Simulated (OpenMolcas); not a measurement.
**CSeO (carbonyl selenide): levels of theory compared**

We compute a comparison of 6 runs (PBE0/def2-SVP, PBE0/def2-SVPD, PBE0/def2-TZVP, PBE0/def2-TZVPD, PBE0/def2-TZVPPD, PBE0/def2-QZVPPD) of CSeO (carbonyl selenide). 

The results are computed with OpenMolcas 26.06.

### Step 1. Starting point

CSeO: 3 atoms, total charge 0, spin state singlet. As SMILES, `O=C=[Se]`. Geometry: relaxed at PBE0-D4/def2-TZVP.

Bond lengths: O1–C2 1.149 Å, C2–Se3 1.707 Å. Angles: O1–C2–Se3 180.0°.

### Step 2. A single-point energy at PBE0/def2-SVP (run 1)

File input.xyz:

```xyz
3

O     -0.819960     0.994920    -0.346520
C     -0.114120     0.138480    -0.048230
Se     0.934090    -1.133390     0.394750
```

File job.inp:

```
&GATEWAY
 BasLib=$CurrDir
 Coord=input.xyz
 Basis=def2-SVP
 Group=NoSym

&SEWARD

&SCF
 KSDFT=PBE0
 PrOrbitals=1 1
```

The basis set def2-SVP is read from a file made from the Basis Set Exchange's data (not shown).

Command:

```
$ export MOLCAS_MEM=1860
$ pymolcas job.inp > job.log
```

What it wrote:

```text
--- Start Module: gateway ---
[...]
--- Stop Module: gateway /rc=_RC_ALL_IS_WELL_ ---
--- Start Module: seward ---
[...]
      Basis functions           60
--- Stop Module: seward /rc=_RC_ALL_IS_WELL_ ---
--- Start Module: scf ---
[...]
       Convergence after  11 Iterations
[...]
::    Total KS-DFT energy                           -2514.1062980788
[...]
      Total spin, S                                     0.0000000000
[...]
      Total electronic charge=   48.000000
      Total            charge=   -0.000000
[...]
      Dipole Moment (debye):
      Origin of the operator (angstrom)=    0.5575   -0.6765    0.2356
                   X=  3.9935E-01               Y= -4.8456E-01               Z=  1.6877E-01           Total=  6.5020E-01
      Quadrupole Moment (debye*angstrom):
[...]
--- Stop Module: scf /rc=_RC_ALL_IS_WELL_ ---
[...]
```

Wall time 3.3 s (1 thread of Arm Neoverse V2, shared host); peak memory 0.39 GiB.

### Step 3. A single-point energy at PBE0/def2-SVPD (run 2)

input.xyz is that of step 2.

File job.inp:

```
* COSe Kohn-Sham DFT
>>> EXPORT MOLCAS_PRINT=2

&gateway
 baslib=$CurrDir
 coord=input.xyz
 basis=def2-SVPD
 group=NoSym

&seward

&scf
 ksdft=PBE0
 prorbitals=1 1
```

The basis set def2-SVPD is read from a file made from the Basis Set Exchange's data (not shown).

Command:

```
$ export MOLCAS_MEM=1860
$ pymolcas job.inp > job.log
```

What it wrote:

```text
--- Start Module: gateway ---
[...]
--- Stop Module: gateway /rc=_RC_ALL_IS_WELL_ ---
--- Start Module: seward ---
[...]
      Basis functions           84
--- Stop Module: seward /rc=_RC_ALL_IS_WELL_ ---
[...]
--- Start Module: scf ---
[...]
       Convergence after  13 Iterations
[...]
::    Total KS-DFT energy                           -2514.1142575221
[...]
      Total spin, S                                     0.0000000000
[...]
      Total electronic charge=   48.000000
      Total            charge=   -0.000000
[...]
      Dipole Moment (debye):
      Origin of the operator (angstrom)=    0.5575   -0.6765    0.2356
                   X=  4.9890E-01               Y= -6.0535E-01               Z=  2.1084E-01           Total=  8.1228E-01
      Quadrupole Moment (debye*angstrom):
[...]
--- Stop Module: scf /rc=_RC_ALL_IS_WELL_ ---
[...]
```

It took 6.6 s on 1 thread of Arm Neoverse V2, shared host; peak memory 0.46 GiB.

### Step 4. A single-point energy at PBE0/def2-TZVP (run 3)

input.xyz is that of step 3.

File job.input:

```
* COSe Kohn-Sham DFT

&GATEWAY
 BasLib=$CurrDir
 Coord=input.xyz
 Basis=def2-TZVP
 Group=NoSym

&SEWARD

&SCF
 KSDFT=PBE0
 PrOrbitals=1 1
```

The basis set def2-TZVP is read from a file made from the Basis Set Exchange's data (not shown).

Command:

```
$ export MOLCAS_MEM=1860
$ pymolcas job.input > job.log
```

What it wrote:

```text
--- Start Module: gateway ---
[...]
--- Stop Module: gateway /rc=_RC_ALL_IS_WELL_ ---
--- Start Module: seward ---
[...]
      Basis functions          110
--- Stop Module: seward /rc=_RC_ALL_IS_WELL_ ---
[...]
--- Start Module: scf ---
[...]
       Convergence after  13 Iterations
[...]
::    Total KS-DFT energy                           -2514.5332492512
[...]
      Total spin, S                                     0.0000000000
[...]
      Total electronic charge=   48.000000
      Total            charge=   -0.000000
[...]
      Dipole Moment (debye):
      Origin of the operator (angstrom)=    0.5575   -0.6765    0.2356
                   X=  4.4002E-01               Y= -5.3390E-01               Z=  1.8595E-01           Total=  7.1641E-01
      Quadrupole Moment (debye*angstrom):
[...]
--- Stop Module: scf /rc=_RC_ALL_IS_WELL_ ---
[...]
```

It took 14 s on 1 thread of Arm Neoverse V2, shared host; peak memory 0.65 GiB.

Runs 4 to 5 aren't shown in full; the table further down has their settings and results.

### Step 5. A single-point energy at PBE0/def2-QZVPPD (RICD fitting) (run 6)

input.xyz is that of step 4.

File job.inp:

```
&GATEWAY
BASLIB=$CurrDir
COORD=input.xyz
BASIS=def2-QZVPPD
GROUP=NoSym
RICD
&SEWARD
&SCF
KSDFT=PBE0
PRORBITALS=1 1
```

The basis set def2-QZVPPD is read from a file made from the Basis Set Exchange's data (not shown).

Command:

```
$ export MOLCAS_MEM=1860
$ pymolcas job.inp > job.log
```

What it wrote:

```text
--- Start Module: gateway ---
[...]
--- Stop Module: gateway /rc=_RC_ALL_IS_WELL_ ---
[...]
--- Start Module: seward ---
[...]
      Basis functions          227
--- Stop Module: seward /rc=_RC_ALL_IS_WELL_ ---
[...]
--- Start Module: scf ---
[...]
       Convergence after  16 Iterations
[...]
::    Total KS-DFT energy                           -2514.5893091555
[...]
      Total spin, S                                     0.0000000000
[...]
      Total electronic charge=   48.000000
      Total            charge=   -0.000000
[...]
      Dipole Moment (debye):
      Origin of the operator (angstrom)=    0.5575   -0.6765    0.2356
                   X=  4.6487E-01               Y= -5.6405E-01               Z=  1.9645E-01           Total=  7.5687E-01
      Quadrupole Moment (debye*angstrom):
[...]
--- Stop Module: scf /rc=_RC_ALL_IS_WELL_ ---
[...]
```

It took 62 s on 1 thread of Arm Neoverse V2, shared host; peak memory 0.5 GiB.

### Step 6. All runs side by side

```csv
run,level,integral approximation,energy (Eh),dipole moment (D),HOMO energy (eV),LUMO energy (eV),wall time
1,PBE0/def2-SVP,none,-2514.106298,0.65,-7.98,-0.86,3.3 s
2,PBE0/def2-SVPD,none,-2514.114258,0.81,-8.14,-1.17,6.6 s
3,PBE0/def2-TZVP,none,-2514.533249,0.72,-8.07,-1.01,14 s
4,PBE0/def2-TZVPD,none,-2514.533932,0.75,-8.09,-1.09,26 s
5,PBE0/def2-TZVPPD,none,-2514.533932,0.75,-8.09,-1.09,26 s
6,PBE0/def2-QZVPPD (RICD fitting),RICD,-2514.589309,0.76,-8.09,-1.09,62 s
```

### Step 7. Summary of results

| quantity | value |
| --- | --- |
| run 6: total energy | -2514.58931 Eh |
| run 6: dipole moment | 0.76 D |
| run 6: HOMO energy | -8.09 eV |
| run 6: LUMO energy | -1.09 eV |
| run 6: HOMO–LUMO gap | 6.99 eV |

**Reading.** The dipole moment (its size) runs from 0.65 D (PBE0/def2-SVP) to 0.81 D (PBE0/def2-SVPD). The HOMO–LUMO gap runs from 6.97 eV (PBE0/def2-SVPD) to 7.12 eV (PBE0/def2-SVP). All runs together took 2.3 min, the longest 62 s.
